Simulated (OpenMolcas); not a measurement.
# Ag²⁺ with 5 ligands (water): CASSCF and CASPT2 levels and susceptibility

Which state of Ag²⁺ lies lowest among these ligands, how large is the field, and what χT follows?

Program: OpenMolcas 26.06. Level of theory: state-averaged CASSCF and CASPT2, spin-orbit coupling by RASSI with atomic mean-field integrals. These are calculated values, not measurements, unless marked.

**1. The system**

- Species: Ag²⁺ (silver, Z = 47, 45 electrons)
- Basis: ANO-RCC-VTZP [7s6p4d2f1g], 188 functions with the ligands
- Scalar Hamiltonian: DKH2, point nucleus
- Inactive shells: 1s 2s 2p 3s 3p 3d 4s 4p of the metal, and all ligand shells
- Active space: 9 electrons in 5 orbitals (4d)
- Some configurations of this space: 4d9
- Orbitals: optimised for each spin and parity, averaged over all roots

The outer shells:

4d9
```
4d [↑↓][↑↓][↑↓][↑↓][↑ ]
```

Ag²⁺ is taken with 5 ligands (water) in trigonal bipyramid coordination (C2v) at 2.24 Å, the axial distance 2.365 Å. Ligand basis ANO-RCC-VDZP. The distances are assumed, not relaxed.

```xyz
16

Ag    0.0000    0.0000    0.0000
O     2.2400    0.0000    0.0000
H     2.8170    0.7797    0.0000
H     2.8170   -0.7797    0.0000
O    -1.1200    1.9399    0.0000
H    -0.7332    2.8294    0.0000
H    -2.0838    2.0497    0.0000
O    -1.1200   -1.9399    0.0000
H    -2.0838   -2.0497    0.0000
H    -0.7332   -2.8294    0.0000
O     0.0000    0.0000    2.3654
H     0.7797    0.0000    2.9424
H    -0.7797    0.0000    2.9424
O     0.0000    0.0000   -2.3654
H     0.7797    0.0000   -2.9424
H    -0.7797    0.0000   -2.9424
```

Each step is its own input file, run in one work folder so that later steps find the files of earlier ones. Labels, J, g values, rates, χT and fits are worked out afterwards by a script from the matrices that RASSI stores.

**2. Basis and integrals**

a.inp

```
&GATEWAY
Coord
16

Ag 0.0 0.0 0.0
O 2.240000 0.000000 0.000000
H 2.816978 0.779741 0.000000
H 2.816978 -0.779741 0.000000
O -1.120000 1.939897 0.000000
H -0.733213 2.829445 0.000000
H -2.083765 2.049704 0.000000
O -1.120000 -1.939897 0.000000
H -2.083765 -2.049704 0.000000
H -0.733213 -2.829445 0.000000
O 0.000000 0.000000 2.365440
H 0.779741 0.000000 2.942418
H -0.779741 0.000000 2.942418
O 0.000000 0.000000 -2.365440
H 0.779741 0.000000 -2.942418
H -0.779741 0.000000 -2.942418
Basis=Ag.ANO-RCC-VTZP,H.ANO-RCC-VDZP,O.ANO-RCC-VDZP
Group=NoSym
NoMove
AngMom=0.0 0.0 0.0
AMFI
RICD
&SEWARD
```

Command:

```sh
> OMP_NUM_THREADS=1 MOLCAS_MEM=2457 MOLCAS_PROJECT=a pymolcas a.inp > a.log
```

**3. CASSCF: doublets, 5 roots**

a.inp

```
&RASSCF
FileOrb=start.orb
Symmetry=1
Spin=2
nActEl=9 0 0
Inactive=43
Ras2=5
CIRoot=5 5 1
SDav=5
CIMx=300
Iter=150 100
PrWF=0.3
OrbListing=Nothing
MaxOrb=0
LevShft=1.0
>>> COPY $Project.JobIph JOB001
```

start.orb holds start orbitals that the driver prepared beforehand, or those of the step before.

**4. State interaction with spin-orbit coupling**

a.inp

```
&RASSI
NrOfJobIphs=1 5
1 2 3 4 5
IphNames
JOB001
EJob
SpinOrbit
DIPRint=1.0
SOCoupling=1000.0
Subsets=2
Property=9
'ANGMOM' 1 'ANGMOM' 2 'ANGMOM' 3 'MLTPL  1' 1 'MLTPL  1' 2 'MLTPL  1' 3
'AMFI' 1 'AMFI' 2 'AMFI' 3
SOProperty=3
'ANGMOM' 1 'ANGMOM' 2 'ANGMOM' 3
```

**5. CASPT2: IPEA 0.25, imaginary shift 0.1 (closed shells correlated: 4s 4p of the metal, with ligand shells; the Frozen line counts the rest)**

a.inp

```
>>> COPY JOB001 $Project.JobIph
&CASPT2
Multistate=5 1 2 3 4 5
NoMult
Frozen=19
IPEA=0.25
Imaginary=0.1
MaxIter=60
WThr=0.0 0.3 0.05
PrWF=0.5
NoMix
```

**6. CASPT2: IPEA 0.25, imaginary shift 0.1 (closed shells correlated: none of the metal, with ligand shells; the Frozen line counts the rest)**

Edit a.inp of step 5 so:

```diff
@@ -4,3 +4,3 @@
 NoMult
-Frozen=19
+Frozen=23
 IPEA=0.25
```

(Steps that only read results are left out.)

What does the calculation give? Wanted: spin-free ground state; first state of the same spin within the active space; lowest level; next level.

The runs gave:

| quantity | value |
| --- | --- |
| method | SS-CASPT2, IPEA 0.25, imaginary shift 0.1 (closed shells correlated: 4s 4p of the metal, with ligand shells; the Frozen line counts the rest) |
| spin-free ground state | doublet, 1-fold in its orbital part |
| first state of the same spin within the active space | doublet at 6220 cm⁻¹ |
| lowest level | 2-fold, g = 1.91, 2.73, 2.94 |
| next level | 4980.6 cm⁻¹ |
| χT at 300 K | 0.65 cm³ K/mol |
| effective moment at 300 K | 2.28 μB |

Cost by method:

```
                                              method  time of its own steps  time with the reference
                                           A. CASSCF                   58 s                     58 s
B. SS-CASPT2, IPEA 0.25, imaginary shift 0.1, +4s 4p                1.7 min                  2.7 min
 C. SS-CASPT2, IPEA 0.25, imaginary shift 0.1, +none                   87 s                  2.4 min
```

Times are of one thread on a shared host.

What this shows: The spin-free ground state (doublet) comes to 100 % from free-ion D terms and keeps the highest spin of the shell. χT at 300 K is 0.65, against 0.38 cm³ K/mol for the spin alone, so orbital moment adds to it.
